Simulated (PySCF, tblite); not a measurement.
**C₄H₁₁NOSi₃: geometry, infrared bands, NMR shifts, electronic excitations and core binding energies**

Aim: predict the infrared bands, NMR shifts, electronic excitations and core binding energies of C₄H₁₁NOSi₃ (`[SiH3][SiH2]O[SiH2]n1cccc1`).

The runs use tblite 0.8.0 and PySCF 2.14.0, with density-fitted response routines of our own; the level of theory stands in each step. All values are computed, except where a source is named. Atoms are numbered from 0 throughout.

**1. The starting structure**

20 atoms, charge 0, multiplicity 1; geometry from: force field or distance geometry start.

Bonds of the start (Å): Si0–Si1 2.31, Si1–O2 1.65, O2–Si3 1.66, Si3–N4 1.76, N4–C5 1.36, C5–C6 1.38, C6–C7 1.41, C7–C8 1.39, C8–N4 1.37, Si0–H9 1.50, Si0–H10 1.50, Si0–H11 1.48, Si1–H12 1.47, Si1–H13 1.50, Si3–H14 1.50, Si3–H15 1.48, C5–H16 1.09, C6–H17 1.08, C7–H18 1.08, C8–H19 1.08.

**2. Relaxing the molecule with GFN2-xTB**

The job: settings as JSON, then the geometry in Å.

```
{"job": {"kind": "relax", "xc": "GFN2-xTB", "basis": "xTB"}, "charge": 0, "multiplicity": 1}
Si     2.198500     1.418700    -0.602800
Si     2.539800    -0.861600    -0.504900
O      1.149500    -1.745500    -0.594300
Si    -0.245000    -2.013000     0.263900
N     -1.232100    -0.558500     0.305000
C     -1.491100     0.196400     1.407900
C     -2.259900     1.271900     1.011100
C     -2.465200     1.153600    -0.377000
C     -1.815300     0.003800    -0.800400
H      1.424100     1.881800     0.594500
H      1.434400     1.782200    -1.835900
H      3.486700     2.143100    -0.618100
H      3.429300    -1.285300    -1.598800
H      3.231500    -1.216900     0.775400
H      0.120300    -2.410700     1.658500
H     -1.000300    -3.129800    -0.352100
H     -1.107500    -0.065700     2.394300
H     -2.633000     2.047800     1.662100
H     -3.036200     1.826400    -1.007000
H     -1.733500    -0.428100    -1.784000
```

Started as:

```sh
> OMP_NUM_THREADS=1 python probes_run.py task.json out
```

The driver reads the jobs from task.json and runs them one after another.

**Question.** This job is followed by: GFN2-xTB harmonic vibrations, gas phase; PBE0-D3(BJ)/def2-SVP geometry optimisation, gas phase; GIAO PBE0/pcSseg-1 NMR shielding, non-relativistic, gas phase; TDDFT wB97X-D/def2-SVPD, vertical, gas phase, core orbitals frozen in the response; GIAO HF/pcSseg-1 NMR shielding, non-relativistic, gas phase; delta-SCF UKS SCAN, pcX-2 on the ionised atom, pcseg-1 elsewhere, spin-free X2C. What will the session give for the following? strongest single infrared mode (GFN2-xTB); zero-point energy (GFN2-xTB); point group; rotational constants (main isotopes); 13C shifts against TMS (PBE0/pcSseg-1, means over atoms taken as alike); 1H shifts against TMS (PBE0/pcSseg-1, means over atoms taken as alike); 29Si shifts against TMS (PBE0/pcSseg-1); 17O shifts against H2O (PBE0/pcSseg-1); 15N shifts against NH3 (PBE0/pcSseg-1); lowest singlet (wB97X-D/def2-SVPD); brightest single state of those computed; lowest triplet; vertical ionisation energy (ΔSCF); Si1s binding energies, SCAN/pcX-2; Si2p binding energies, SCAN/pcX-2; C1s binding energies, SCAN/pcX-2; O1s binding energies, SCAN/pcX-2; N1s binding energies, SCAN/pcX-2; range of the shift of O2.

The runs gave:

```
                                                               quantity                                     value
                              strongest single infrared mode (GFN2-xTB)                      775 cm⁻¹, 719 km/mol
                                           zero-point energy (GFN2-xTB)                             83.0 kcal/mol
                                                            point group                                        C1
                                   rotational constants (main isotopes)                      1.31, 0.82, 0.58 GHz
13C shifts against TMS (PBE0/pcSseg-1, means over atoms taken as alike)                          128.0, 120.2 ppm
 1H shifts against TMS (PBE0/pcSseg-1, means over atoms taken as alike)          6.78, 6.61, 5.31, 5.23, 2.80 ppm
                                29Si shifts against TMS (PBE0/pcSseg-1)                  -21.3, -32.8, -107.6 ppm
                                 17O shifts against H2O (PBE0/pcSseg-1)                                  39.4 ppm
                                 15N shifts against NH3 (PBE0/pcSseg-1)                                 192.3 ppm
                                     lowest singlet (wB97X-D/def2-SVPD)               6.06 eV (205 nm), f = 0.035
                               brightest single state of those computed              state 10, 7.28 eV, f = 0.119
                                                         lowest triplet                                   4.22 eV
                                      vertical ionisation energy (ΔSCF)                                   8.26 eV
                                      Si1s binding energies, SCAN/pcX-2  Si3 1847.91, Si1 1847.05, Si0 1846.01 eV
                                      Si2p binding energies, SCAN/pcX-2     Si3 108.08, Si1 107.37, Si0 106.53 eV
                                       C1s binding energies, SCAN/pcX-2                   C5 290.60, C6 289.82 eV
                                       O1s binding energies, SCAN/pcX-2                              O2 537.81 eV
                                       N1s binding energies, SCAN/pcX-2                              N4 405.43 eV
                                               range of the shift of O2                          18.0 to 39.4 ppm
```

The optimisation took 192 steps and gained 0.310 eV; among the close pairs (by a distance rule), O2–Si3 changed most, from 1.659 to 1.606 Å (GFN2-xTB). No mode is imaginary among the 54: a minimum at this level. GFN2-xTB is a fitted tight-binding method: band positions and strengths are rough. Its intensities can rank the bands wrongly. Relaxing lowered the energy by 0.515 eV in 19 steps; the close pair that moved most is O2–Si3, from 1.563 to 1.645 Å (PBE0/def2-SVP). No frequency check was run at this level, so the end point may be a saddle. At PBE0/pcSseg-1: The widest tensor belongs to N4: span 198 ppm, with a paramagnetic part of -260 ppm. NICS(1)zz of -32 ppm above the planar ring from N4 marks a diatropic (aromatic) ring current. The first singlet state (HOMO→LUMO 0.48, HOMO→LUMO+1 0.23) lies at 6.06 eV and is weak; of the 10 states computed, the strongest absorption comes from state 10 at 7.28 eV (the last computed, so partners may be missing). The lowest triplet lies 1.84 eV below the lowest singlet (triplets in Tamm-Dancoff, singlets in full TDDFT). The orbital energy would give 8.23 eV for ionisation, ΔSCF gives 8.26 eV. Si3 (silicon bonded to N, O, 2 H) binds its Si1s electron 1.90 eV more tightly than Si0 (silicon bonded to Si, 3 H). The Si2p levels kept as sound span 1.55 eV, from Si0 (silicon bonded to Si, 3 H) up to Si3 (silicon bonded to N, O, 2 H). C5 (aromatic CH next to a ring nitrogen) binds its C1s electron 0.79 eV more tightly than C6 (aromatic CH). In ppm, O2 moves most: its shift spreads over 21.4 ppm, from 18.0 (HF/pcSseg-1) to 39.4 (PBE0/pcSseg-1).
